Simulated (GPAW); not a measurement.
# TaN (Fm-3m) in GPAW: further runs

Aim: see how the results for TaN move with the level of theory and the settings. Levels: PBE+D3(BJ), PW91+D3(BJ)+ATM, LDA. Tasks: phonons, Fermi surface, density of states.

Program: GPAW 26.7.0. These are calculated values, not measurements. Logs are shortened: lines on timing, memory, paths and dates and some standing lists are left out, and cuts for length are marked. The log counts tension as positive stress, the text compression.

## (1) Starting point

Symmetry: Fm-3m, No. 225, cubic system. Conventional cell: a = 4.358 Å, b = 4.358 Å, c = 4.358 Å, α = 90.00°, β = 90.00°, γ = 90.00°. Ta (site symmetry m-3m) is surrounded by 6 N at 2.18 Å. Around N (site symmetry m-3m) lie 6 Ta at 2.18 Å.

## (2) Phonons, PBE+D3(BJ)

Contents of run.py:

```python
import json
import numpy as np
from ase import Atoms
from ase.calculators.mixing import SumCalculator
from ase.constraints import FixSymmetry
from ase.filters import FrechetCellFilter
from ase.io import write
from ase.optimize import BFGS
from dftd3.ase import DFTD3
from phonopy import Phonopy
from phonopy.structure.atoms import PhonopyAtoms
from gpaw import GPAW, PW

atoms = Atoms(['Ta', 'N'],
              cell=[[0.0, 2.17900131, 2.17900131],
                    [2.17900131, 0.0, 2.17900131],
                    [2.17900131, 2.17900131, 0.0]],
              scaled_positions=[[0.5, 0.5, 0.5],
                                [0.0, 0.0, 0.0]],
              pbc=True)

calc = GPAW(mode=PW(800),
            xc='PBE',
            kpts={'size': (10, 10, 10), 'gamma': True},
            occupations={'name': 'fermi-dirac', 'width': 0.05},
            nbands=19,
            convergence={'density': 1e-06, 'eigenstates': 1e-09},
            maxiter=150,
            txt='gpaw.txt')
atoms.calc = SumCalculator([calc, DFTD3(method='pbe', damping='d3bj')])
atoms.set_constraint(FixSymmetry(atoms))
BFGS(FrechetCellFilter(atoms), trajectory='relax.traj', logfile='-').run(fmax=0.005, steps=40)
atoms.set_constraint()
energy = atoms.get_potential_energy()
forces = atoms.get_forces()
stress = atoms.get_stress()
calc.write('gs.gpw')
write('result.traj', atoms)
print('Cell:', atoms.cell.cellpar().round(4))
print(atoms.get_scaled_positions().round(5))

def force_constants(scale):
    unit = PhonopyAtoms(symbols=atoms.get_chemical_symbols(), cell=atoms.cell[:] * scale**(1 / 3),
                        scaled_positions=atoms.get_scaled_positions())
    ph = Phonopy(unit, supercell_matrix=np.diag([2, 2, 2]), primitive_matrix=np.eye(3), symprec=1e-4)
    ph.generate_displacements(distance=0.01)
    forces = []
    for i, sc in enumerate(ph.supercells_with_displacements):
        a = Atoms(sc.symbols, cell=sc.cell, scaled_positions=sc.scaled_positions, pbc=True)
        c = GPAW(mode=PW(800),
                 xc='PBE',
                 kpts={'size': (5, 5, 5), 'gamma': True},
                 occupations={'name': 'fermi-dirac', 'width': 0.05},
                 nbands=108,
                 convergence={'density': 1e-06, 'eigenstates': 1e-09},
                 maxiter=150,
                 txt=f'disp-{scale:.3f}-{i:02d}.txt')
        a.calc = SumCalculator([c, DFTD3(method='pbe', damping='d3bj')])
        f = a.get_forces()
        forces.append(f - f.mean(axis=0))
        print(f'displacement {i}: drift', f.mean(axis=0).round(5), flush=True)
    ph.forces = forces
    ph.produce_force_constants()
    ph.symmetrize_force_constants()
    return ph

qpoints = [[0.0, 0.0, 0.0], [0.0, 0.0, 0.5], [0.0, 0.5, 0.0], [0.0, 0.5, 0.5], [0.5, 0.0, 0.0], [0.5, 0.0, 0.5], [0.5, 0.5, 0.0], [0.5, 0.5, 0.5]]
results = {}
for scale in [1.0]:
    ph = force_constants(scale)
    ph.run_qpoints(qpoints)
    nu = ph.qpoints.frequencies * 33.35641  # THz to cm^-1
    results[f'{scale:.3f}'] = nu.tolist()
    for qp, f in zip(qpoints, nu):
        print(scale, np.round(qp, 4), f.round(2))

path = atoms.cell.bandpath('GXWKGLUWLK,UX', npoints=60, eps=1e-4)
ph.run_qpoints(path.kpts)
results['path'] = (ph.qpoints.frequencies * 33.35641).tolist()
results['path_q'] = path.kpts.tolist()
x, ticks, names = path.get_linear_kpoint_axis()
results['axis'] = [x.tolist(), list(ticks), names]
ph.run_mesh([15, 15, 15], is_gamma_center=True)
ph.run_thermal_properties(temperatures=[0, 100, 200, 300, 500, 800], cutoff_frequency=0.05)
tp = ph.thermal_properties
results['thermal'] = [list(v) for v in (tp.temperatures, tp.free_energy, tp.entropy, tp.heat_capacity)]
for t, fv, s, cv in zip(*results['thermal']):
    print(f'{t:6.0f} K  F {fv:9.4f} kJ/mol  S {s:9.4f} J/K/mol  Cv {cv:9.4f} J/K/mol')
json.dump(results, open('phonons.json', 'w'))
```

Potentials or basis: GPAW PAW data sets (gpaw-data 1.2.1), pw.

The run is started by

```bash
$ OMP_NUM_THREADS=1 python run.py
```

gpaw.txt:

```text
__  _  _
 | _ |_)|_||  |
 |__||  | ||/\| - 26.7.0

Input parameters:
  mode=PW(ecut=800.0),
  convergence={'density': 1e-06, 'eigenstates': 1e-09},
  kpts=MonkhorstPack(size=(10, 10, 10), gamma=True),
  maxiter=150,
  nbands=19,
  occupations=Occupations(name='fermi-dirac', width=0.05),
  xc=XC(name='PBE')

Diagonalizing LCAO Hamiltonian
Converting LCAO to pw mode

              Ta

       N

Atoms  # Å, Bohr magnetons
|   | symbol |        x |        y |        z |    initial magnetic moments |
|---|--------|----------|----------|----------|-----------------------------|
| 0 |     Ta | 2.179001 | 2.179001 | 2.179001 | ( 0.0000,  0.0000,  0.0000) |
| 1 |      N | 0.000000 | 0.000000 | 0.000000 | ( 0.0000,  0.0000,  0.0000) |

Unit cell  # Å
| periodic |        x |        y |        z |  lengths |    angles |
|----------|----------|----------|----------|----------|-----------|
|      yes | 0.000000 | 2.179001 | 2.179001 | 3.081573 | 60.000000 |
|      yes | 2.179001 | 0.000000 | 2.179001 | 3.081573 | 60.000000 |
|      yes | 2.179001 | 2.179001 | 0.000000 | 3.081573 | 60.000000 |

Number of symmetries: 48
Symmetry operations  # r_c * U_cc + t_c -> r_c
|    | kind |            matrix            |
|----|------|------------------------------|
|  0 |  σ   |  1, 0, 0,  1, 0,-1,  1,-1, 0 |
|  1 |  C2  |  1, 0, 0,  1,-1, 0,  1, 0,-1 |
|  2 |  E   |  1, 0, 0,  0, 1, 0,  0, 0, 1 |
|  3 |  σ   |  1, 0, 0,  0, 0, 1,  0, 1, 0 |
|  4 |  C4  |  1, 0,-1,  1, 0, 0,  1,-1, 0 |
|  5 |  S6  |  1, 0,-1,  1,-1, 0,  1, 0, 0 |
|  6 |  σ   |  1, 0,-1,  0, 1,-1,  0, 0,-1 |
|  7 |  C3  |  1, 0,-1,  0, 0,-1,  0, 1,-1 |
|  8 |  S6  |  1,-1, 0,  1, 0, 0,  1, 0,-1 |
|  9 |  C4  |  1,-1, 0,  1, 0,-1,  1, 0, 0 |
| 10 |  C3  |  1,-1, 0,  0,-1, 1,  0,-1, 0 |
| 11 |  σ   |  1,-1, 0,  0,-1, 0,  0,-1, 1 |
| 12 |  σ   |  0, 1, 0,  1, 0, 0,  0, 0, 1 |
| 13 |  C4  |  0, 1, 0,  0, 1,-1, -1, 1, 0 |
[... 166 lines left out ...]
SCF iterations
|iter     | |      energy | eigst |  dens |
|---------|-|-------------|-------|-------|
|iter:   1| |  -21.692412 | +0.27 |       |
|iter:   2| |  -21.171614 | -2.44 | -0.95 |
|iter:   3| |  -19.943691 | -1.53 | -1.02 |
|iter:   4| |  -19.952366 | -3.26 | -1.72 |
|iter:   5| |  -19.960362 | -3.51 | -1.94 |
|iter:   6| |  -19.960330c| -5.41 | -3.02 |
|iter:   7| |  -19.960335c| -7.03 | -3.68 |
|iter:   8| |  -19.960336c| -7.56 | -4.19 |
|iter:   9| |  -19.960336c| -9.96c| -5.22 |
|iter:  10| |  -19.960336c|-10.28c| -5.86 |
|iter:  11| |  -19.960336c|-11.48c| -6.77c|

Converged in 11 steps
Energy contributions relative to reference atoms: (reference = -425654.162905)

Energy contributions:
  Kinetic:          23.847797
  Coulomb:         -23.207541
  Zero:             -0.052589
  External:          0.000000
  Xc:              -20.545231
  Entropy:          -0.005544
  Spinorbit:         0.000000
  ----------------------------
  Free energy:     -19.963108
  Extrapolated:    -19.960336
[... 29 lines left out ...]
Stress tensor  # eV/Ang^3
|         x |         y |         z |
|-----------|-----------|-----------|
| -0.089599 |  0.000000 |  0.000000 |
|  0.000000 | -0.089599 | -0.000000 |
|  0.000000 | -0.000000 | -0.089599 |

Forces  # eV/Ang
|       x |       y |        z |
|---------|---------|----------|
| 0.00000 | 0.00000 | -0.00000 |  # Ta   0
| 0.00000 | 0.00000 |  0.00000 |  # N    1

Interpolating wave functions to new cell

              Ta

       N

Atoms  # Å, Bohr magnetons
|   | symbol |        x |        y |        z |    initial magnetic moments |
|---|--------|----------|----------|----------|-----------------------------|
| 0 |     Ta | 2.185554 | 2.185554 | 2.185554 | ( 0.0000,  0.0000,  0.0000) |
| 1 |      N | 0.000000 | 0.000000 | 0.000000 | ( 0.0000,  0.0000,  0.0000) |

Unit cell  # Å
| periodic |         x |         y |         z |  lengths |    angles |
|----------|-----------|-----------|-----------|----------|-----------|
|      yes | -0.000000 |  2.185554 |  2.185554 | 3.090840 | 60.000000 |
|      yes |  2.185554 | -0.000000 |  2.185554 | 3.090840 | 60.000000 |
|      yes |  2.185554 |  2.185554 | -0.000000 | 3.090840 | 60.000000 |

Number of symmetries: 48
Symmetry operations  # r_c * U_cc + t_c -> r_c
|    | kind |            matrix            |
|----|------|------------------------------|
|  0 |  σ   |  1, 0, 0,  1, 0,-1,  1,-1, 0 |
|  1 |  C2  |  1, 0, 0,  1,-1, 0,  1, 0,-1 |
|  2 |  E   |  1, 0, 0,  0, 1, 0,  0, 0, 1 |
|  3 |  σ   |  1, 0, 0,  0, 0, 1,  0, 1, 0 |
|  4 |  C4  |  1, 0,-1,  1, 0, 0,  1,-1, 0 |
|  5 |  S6  |  1, 0,-1,  1,-1, 0,  1, 0, 0 |
|  6 |  σ   |  1, 0,-1,  0, 1,-1,  0, 0,-1 |
|  7 |  C3  |  1, 0,-1,  0, 0,-1,  0, 1,-1 |
|  8 |  S6  |  1,-1, 0,  1, 0, 0,  1, 0,-1 |
|  9 |  C4  |  1,-1, 0,  1, 0,-1,  1, 0, 0 |
| 10 |  C3  |  1,-1, 0,  0,-1, 1,  0,-1, 0 |
| 11 |  σ   |  1,-1, 0,  0,-1, 0,  0,-1, 1 |
| 12 |  σ   |  0, 1, 0,  1, 0, 0,  0, 0, 1 |
| 13 |  C4  |  0, 1, 0,  0, 1,-1, -1, 1, 0 |
[... 222 lines left out ...]
Stress tensor  # eV/Ang^3
|         x |         y |         z |
|-----------|-----------|-----------|
| -0.067760 | -0.000000 | -0.000000 |
| -0.000000 | -0.067760 | -0.000000 |
| -0.000000 | -0.000000 | -0.067760 |

Forces  # eV/Ang
|        x |       y |       z |
|----------|---------|---------|
| -0.00000 | 0.00000 | 0.00000 |  # Ta   0
|  0.00000 | 0.00000 | 0.00000 |  # N    1

Interpolating wave functions to new cell

              Ta

       N

Atoms  # Å, Bohr magnetons
|   | symbol |        x |        y |        z |    initial magnetic moments |
|---|--------|----------|----------|----------|-----------------------------|
| 0 |     Ta | 2.191828 | 2.191828 | 2.191828 | ( 0.0000,  0.0000,  0.0000) |
| 1 |      N | 0.000000 | 0.000000 | 0.000000 | ( 0.0000,  0.0000,  0.0000) |

Unit cell  # Å
| periodic |         x |         y |        z |  lengths |    angles |
|----------|-----------|-----------|----------|----------|-----------|
|      yes | -0.000000 |  2.191828 | 2.191828 | 3.099712 | 60.000000 |
|      yes |  2.191828 | -0.000000 | 2.191828 | 3.099712 | 60.000000 |
|      yes |  2.191828 |  2.191828 | 0.000000 | 3.099712 | 60.000000 |

Number of symmetries: 48
Symmetry operations  # r_c * U_cc + t_c -> r_c
|    | kind |            matrix            |
|----|------|------------------------------|
|  0 |  σ   |  1, 0, 0,  1, 0,-1,  1,-1, 0 |
|  1 |  C2  |  1, 0, 0,  1,-1, 0,  1, 0,-1 |
|  2 |  E   |  1, 0, 0,  0, 1, 0,  0, 0, 1 |
|  3 |  σ   |  1, 0, 0,  0, 0, 1,  0, 1, 0 |
|  4 |  C4  |  1, 0,-1,  1, 0, 0,  1,-1, 0 |
|  5 |  S6  |  1, 0,-1,  1,-1, 0,  1, 0, 0 |
|  6 |  σ   |  1, 0,-1,  0, 1,-1,  0, 0,-1 |
|  7 |  C3  |  1, 0,-1,  0, 0,-1,  0, 1,-1 |
|  8 |  S6  |  1,-1, 0,  1, 0, 0,  1, 0,-1 |
|  9 |  C4  |  1,-1, 0,  1, 0,-1,  1, 0, 0 |
| 10 |  C3  |  1,-1, 0,  0,-1, 1,  0,-1, 0 |
| 11 |  σ   |  1,-1, 0,  0,-1, 0,  0,-1, 1 |
| 12 |  σ   |  0, 1, 0,  1, 0, 0,  0, 0, 1 |
| 13 |  C4  |  0, 1, 0,  0, 1,-1, -1, 1, 0 |
[... 222 lines left out ...]
Stress tensor  # eV/Ang^3
|         x |         y |         z |
|-----------|-----------|-----------|
| -0.047715 | -0.000000 |  0.000000 |
| -0.000000 | -0.047715 |  0.000000 |
|  0.000000 |  0.000000 | -0.047715 |

Forces  # eV/Ang
|       x |       y |        z |
|---------|---------|----------|
| 0.00000 | 0.00000 |  0.00000 |  # Ta   0
| 0.00000 | 0.00000 | -0.00000 |  # N    1

# Writing to gs.gpw (mode='')
```

Wall time 43 min (1 thread of Arm Neoverse V2, shared host); peak memory 1.3 GiB.

Results:

```
Free energy                            : -20.9431 eV
Relaxed volume                         : 10.53 Å³/atom
Relaxed cell                           : a = 3.100 Å, b = 3.100 Å, c = 3.100 Å, α = 60.00°, β = 60.00°, γ = 60.00°
Space group after relaxing (to 0.05 Å) : Fm-3m (No. 225)
Pressure after relaxing                : 0.1 GPa
Band gap on the k mesh                 : none (metal or under the smearing width)
Highest phonon frequency               : 600 cm⁻¹
Most unstable mode                     : 280i cm⁻¹
Dispersion energy per atom             : -0.477 eV
```

Final structure:
```xyz
2
Lattice="0.0000 2.1918 2.1918 2.1918 0.0000 2.1918 2.1918 2.1918 0.0000" Properties=species:S:1:pos:R:3 pbc="T T T"
Ta    2.1918    2.1918    2.1918
N     0.0000    0.0000    0.0000
```

Phonon frequencies in cm⁻¹ (negative: imaginary):
```tsv
q point	frequencies
(0.000, 0.000, 0.000)	0 0 0 419 419 419
(0.000, 0.000, 0.500)	112 112 147 537 600 600
(0.000, 0.500, 0.000)	112 112 147 537 600 600
(0.000, 0.500, 0.500)	-280 -86 -86 444 470 470
(0.500, 0.000, 0.000)	112 112 147 537 600 600
(0.500, 0.000, 0.500)	-280 -86 -86 444 470 470
(0.500, 0.500, 0.000)	-280 -86 -86 444 470 470
(0.500, 0.500, 0.500)	112 112 147 537 600 600
```

Caveat: some modes are imaginary; phonon bands are interpolated from a small supercell; pairwise dispersion overbinds metals, which lowers pressure and volume. The run has no spin-orbit coupling, so splittings on Ta are missing.

(Continued in part 2 of 2.)
